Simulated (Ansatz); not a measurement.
**The cluster B₈N+: reading failed and doubtful runs**

1 input was typed for the cluster B₈N+. Each is run as it stands; the log then has to tell whether the result can be used.

Method: the settings change from run to run; program: Ansatz 0.2.0, Gaussian basis.

2 further runs of the same task are left out: 2 set aside as unsound or not needed. Runs told in other sessions of the task aren't counted.

### Step 1. The relaxed structure

The geometry comes from an earlier relaxation with PBE0-D4/def2-SVP; it is a stationary point, not always the lowest conformer.

9 atoms, charge 1, spin multiplicity 1.

Atoms are counted from 1 here; the program's logs count them from 0.

Bond lengths: N1–B2 1.334 Å, N1–B3 1.334 Å, B2–B3 1.950 Å, B2–B8 1.632 Å, B3–B6 1.632 Å, B4–B7 1.576 Å, B4–B8 1.594 Å, B4–B9 1.727 Å, B5–B6 1.594 Å, B5–B7 1.576 Å, B5–B9 1.727 Å, B6–B9 1.720 Å, B7–B9 1.741 Å, B8–B9 1.720 Å. Angles: B2–N1–B3 93.9°, N1–B2–B3 43.0°, N1–B2–B8 152.8°, B3–B2–B8 110.0°, N1–B3–B2 43.0°, N1–B3–B6 152.8°, B2–B3–B6 110.0°, B7–B4–B8 124.4°, B7–B4–B9 63.4°, B8–B4–B9 62.2°, B6–B5–B7 124.4°, B6–B5–B9 62.2°, B7–B5–B9 63.4°, B3–B6–B5 153.3°, B3–B6–B9 94.5°, B5–B6–B9 62.7°, B4–B7–B5 122.0°, B4–B7–B9 62.5° and more.

### Step 2. Attempt 1

Contents of in.yaml:

```yaml
crystal:
  periodic: [false, false, false]
  atoms:
    - {symbol: N, position_ang: [0.729899, 1.776771, -1.705915]}
    - {symbol: B, position_ang: [0.030437, 1.797629, -0.540427]}
    - {symbol: B, position_ang: [0.714684, 0.468902, -1.623926]}
    - {symbol: h, position_ang: [-0.686139, -0.032901, 1.914428]}
    - {symbol: B, position_ang: [0.181108, -1.978529, 0.260943]}
    - {symbol: B, position_ang: [0.470520, -1.000261, -1.003507]}
    - {symbol: B, position_ang: [-0.418274, -1.552233, 1.592279]}
    - {symbol: B, position_ang: [-0.524209, 1.160695, 0.889777]}
    - {symbol: B, position_ang: [-0.514818, -0.467310, 0.244760]}
basis:
  gaussian: {orbitals: "6-31++G**"}
total_charge: 1
hamiltonian: {xc: {name: wPBEh}}
```

On the command line:

```bash
$ ansatz run in.yaml --threads 4 --pin off --events-out ev --progress --plain --max-ram 4787MiB
```

Before running them: what should the planned runs give, taken together?

The runs gave:

```tsv
attempt	level	ended	cause	time
1	wPBEh/6-31++G**	refused	an element symbol is wrong	0.05 s
```

**Reading.** 1 refused. A refusal costs next to no computing time.
